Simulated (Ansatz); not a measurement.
# TePb: the crystal squeezed far

One table from this session's results is given with a row withheld; the runs are named, their logs left out.

Program: Ansatz 0.2.0. Level of theory: DFT r²SCAN, with the methods named in each step. These are calculated values, not measurements.

### The starting structure

Symmetry: Fm-3m, No. 225, cubic system. The conventional cell has a = 6.171 Å, b = 6.171 Å, c = 6.171 Å, α = 90.00°, β = 90.00°, γ = 90.00°. Pb (site symmetry m-3m) has 6 Te at 3.09 Å as nearest neighbours. Around Te (site symmetry m-3m) lie 6 Pb at 3.09 Å.

Structure file:

```cif
data_structure
_symmetry_space_group_name_H-M 'Fm-3m'
_symmetry_Int_Tables_number 225
_cell_length_a 6.1708
_cell_length_b 6.1708
_cell_length_c 6.1708
_cell_angle_alpha 90.000
_cell_angle_beta 90.000
_cell_angle_gamma 90.000
_cell_volume 234.97
loop_
_atom_site_label
_atom_site_type_symbol
_atom_site_symmetry_multiplicity
_atom_site_Wyckoff_symbol
_atom_site_fract_x
_atom_site_fract_y
_atom_site_fract_z
_atom_site_occupancy
Pb1 Pb 4 a 0.00000 0.00000 0.00000 1
Te1 Te 4 b 0.50000 0.00000 0.00000 1
```

The file gives the conventional cell by its symmetry; the runs use the cell typed in the input.

Whether this phase is the stable one at these pressures isn't tested.

Atoms are numbered in the order of the input: Pb1, Te2.

The first run:

The input, input.yaml:

```yaml
crystal:
  lattice:
    - [0.0, 3.085379018, 3.085379018]
    - [3.085379018, 0.0, 3.085379018]
    - [3.085379018, 3.085379018, 0.0]
  atoms:
    - { symbol: Pb, position: [0.0, 0.0, 0.0] }
    - { symbol: Te, position: [0.5, 0.5, 0.5] }
kpoints:
  mp_grid: { grid: [12, 12, 12] }
scf:
  occupations: { method: fermi_dirac, width: 0.08 }
hamiltonian:
  xc: r2scan
  pseudopotentials: { kind: paw }
output:
  forces: true
  stress: true
relax:
  f_tol: 0.005
  max_steps: 40
  cell: {}
```

On the command line:

```console
$ ansatz run input.yaml --threads 1 --pin off --max-ram 2048MiB --backend cpu --events-out ev --progress --plain --runs-dir out
```

Among the steps run: Cell relaxed at zero pressure, PAW; Volume scaled by 1, PAW; Volume scaled by 0.94, PAW; Volume scaled by 0.94, PAW (cutoff 300 eV); Volume scaled by 0.88, PAW; Volume scaled by 0.8, PAW; Volume scaled by 0.72, PAW; Volume scaled by 0.64, PAW; Volume scaled by 0.55, PAW; Volume scaled by 0.55, PAW (core large).

One of the session's tables, all rows but one given; the rest of the session is left out.

| method | volume over the first | volume (Å³/atom) | pressure (GPa) |
| --- | --- | --- | --- |
| PAW | 1 | 34.851 | 0.03 |
| PAW | 0.94 | 32.760 | 3.03 |
| PAW | 0.88 | 30.669 | 7.20 |
| PAW | 0.8 | 27.881 | 15.49 |
| PAW | 0.72 | ? | ? |
| PAW | 0.64 | 22.305 | 50.47 |
| PAW | 0.55 | 19.168 | 93.89 |
| PAW (core large) | 0.55 | 19.168 | 94.12 |
| PAW (cutoff 300 eV) | 0.94 | 32.760 | 2.94 |

Q: Estimate the row for PAW, 0.72 from the others.

**Answer.** volume (Å³/atom): 25.093; pressure (GPa): 28.77. In the column «volume (Å³/atom)» it lies between PAW, 0.64 (22.305) and PAW, 0.8 (27.881).

Caveats from the session: Warnings in the runs' records: cutoff below recommended, datasets by core.
